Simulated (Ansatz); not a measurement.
# [SnH5]− (SMILES [H][Sn-]([H])([H])([H])[H]): CCSDT(Q)/STO-3G

What is the vertical singlet–triplet gap of [SnH5]− at CCSDT(Q)/STO-3G? 

The results are computed with Ansatz 0.2.0.

1 further run of the same task is left out (set aside as unsound or not needed).

## 1. Starting point

The species is [SnH5]− (6 atoms), meant as a singlet with charge -1. As SMILES, `[H][Sn-]([H])([H])([H])[H]`. Geometry: a GFN2-xTB relaxation, a rough one for these elements and not checked as a minimum.

Bond lengths: Sn1–H2 1.885 Å, Sn1–H3 1.889 Å, Sn1–H4 1.782 Å, Sn1–H5 1.783 Å, Sn1–H6 1.782 Å. Angles: H2–Sn1–H3 179.8°, H2–Sn1–H4 90.0°, H2–Sn1–H5 89.9°, H2–Sn1–H6 90.0°, H3–Sn1–H4 90.0°, H3–Sn1–H5 89.9°, H3–Sn1–H6 90.2°, H4–Sn1–H5 120.0°, H4–Sn1–H6 120.0°, H5–Sn1–H6 119.9°.

## 2. The energy at CCSDT(Q)/STO-3G

input.yaml reads:

```yaml
crystal:
  periodic: [false, false, false]
  atoms:
    - symbol: Sn
      position_ang: [0.000450, -0.001410, 0.000420]
    - symbol: H
      position_ang: [-0.020070, -0.006290, 1.885790]
    - symbol: H
      position_ang: [0.020250, 0.010720, -1.888030]
    - symbol: H
      position_ang: [1.782780, 0.010780, 0.018860]
    - symbol: H
      position_ang: [-0.902470, 1.535970, -0.003420]
    - symbol: H
      position_ang: [-0.880950, -1.549760, -0.013620]
basis:
  gaussian:
    orbitals: STO-3G
accuracy: high
scf:
  omitted_lower_state_checks: [cluster_reference, increment]
total_charge: -1
correlation:
  method: ccsdt_q
  frozen_orbitals: {H: 0, Sn: 18}
```

Launch:

```bash
$ ansatz run input.yaml --threads 1 --pin off --max-ram 2610MiB --events-out events.jsonl --progress --plain --runs-dir runs
```

Log (excerpt; [...] marks lines left out):

```text
Warning: RAYON_NUM_THREADS=1 ignored (pool sized by the plan → 1); use --threads N
Functional definition: HF
  name "HF"
[...]
570 factors; integrals over basis functions are off by at most 4.0e-9 eV
[...]
mean field -162341.37446922 eV, -5965.9354728080 hartree, gradient 5.6e-8 eV, S^2 0.000000; 0 other end points of the search recorded, 0 dependent functions left out
18 core orbitals not correlated: weight in the atoms' cores, before any rotation towards them, 1.000 or more for the frozen orbitals, at most 0.000 for the correlated occupied ones
reference -162341.37446922 eV, -5965.9354728080 hartree; 10, 10 occupied and 4, 4 virtual orbitals, 570 factors
second order -1.35854616 eV of doubles, -0.00000000 eV of singles
cycle   1  -1.78901810 eV  change   -4.3e-1 eV  update   6.3e-2
[...]
cycle  20  -2.06859185 eV  change   9.5e-10 eV  update  2.6e-10
perturbative correction -0.00030883 eV, -0.0000113493 hartree
Total energy: -162343.44336990 eV, -5966.0115035056 hartree
Checks for a lower state left out: cluster_reference, increment
```

It took 0.54 s on 1 thread of AMD EPYC 9R14 (Zen 4), shared host; peak memory 0.1 GiB.

## 3. The triplet at the same level

run.yaml reads:

```yaml
basis:
  gaussian:
    orbitals: STO-3G
crystal:
  periodic: [false, false, false]
  atoms:
    - {symbol: Sn, position_ang: [0.000450, -0.001410, 0.000420]}
    - {symbol: H, position_ang: [-0.020070, -0.006290, 1.885790]}
    - {symbol: H, position_ang: [0.020250, 0.010720, -1.888030]}
    - {symbol: H, position_ang: [1.782780, 0.010780, 0.018860]}
    - {symbol: H, position_ang: [-0.902470, 1.535970, -0.003420]}
    - {symbol: H, position_ang: [-0.880950, -1.549760, -0.013620]}
correlation:
  method: ccsdt_q
  frozen_orbitals: {H: 0, Sn: 18}
total_charge: -1
scf:
  omitted_lower_state_checks: [cluster_reference, increment]
magnetization:
  spin_polarized: true
  initial_magnetization: 2
accuracy: high
```

Launch:

```bash
$ ansatz run run.yaml --threads 1 --pin off --max-ram 2610MiB --events-out events.jsonl --progress --plain --runs-dir runs
```

Log:

```text
Warning: RAYON_NUM_THREADS=1 ignored (pool sized by the plan → 1); use --threads N
[... 15 lines left out ...]
18 core orbitals not correlated: weight in the atoms' cores, before any rotation towards them, 1.000 or more for the frozen orbitals, at most 0.000 for the correlated occupied ones
[... 55 lines left out ...]
Total energy: -162335.39864152 eV, -5965.7158651908 hartree
Checks for a lower state left out: cluster_reference, increment
```

Wall time 3.6 s (1 thread of AMD EPYC 9R14 (Zen 4), shared host); peak memory 0.15 GiB.

## 4. Results

Level: CCSDT(Q)/STO-3G, 18 core orbitals frozen.

| quantity | value |
| --- | --- |
| singlet: total energy | -5966.01150 Eh |
| singlet: correlation energy (18 core orbitals frozen) | -76.0 mEh |
| singlet: T1 diagnostic | 0.006 |
| triplet: total energy | -5965.71587 Eh |
| triplet: correlation energy (18 core orbitals frozen) | -98.2 mEh |
| triplet: ⟨S²⟩ of the reference determinant | 2.054 |
| triplet: T1 diagnostic | 0.116 |
| vertical energy of the triplet above the singlet | 8.045 eV |

At this shape the triplet lies 8.04 eV (776 kJ/mol) above the singlet. For an anion a state so high probably lies above electron detachment. In a minimal basis such a difference can be off by several eV, whatever the method. Relativity is left out (singlet) although the molecule holds a heavy atom. The T1 diagnostic (triplet) of 0.116 is above the customary mark for such species, so a single reference may not serve. Relativity is left out (triplet) although the molecule holds a heavy atom.
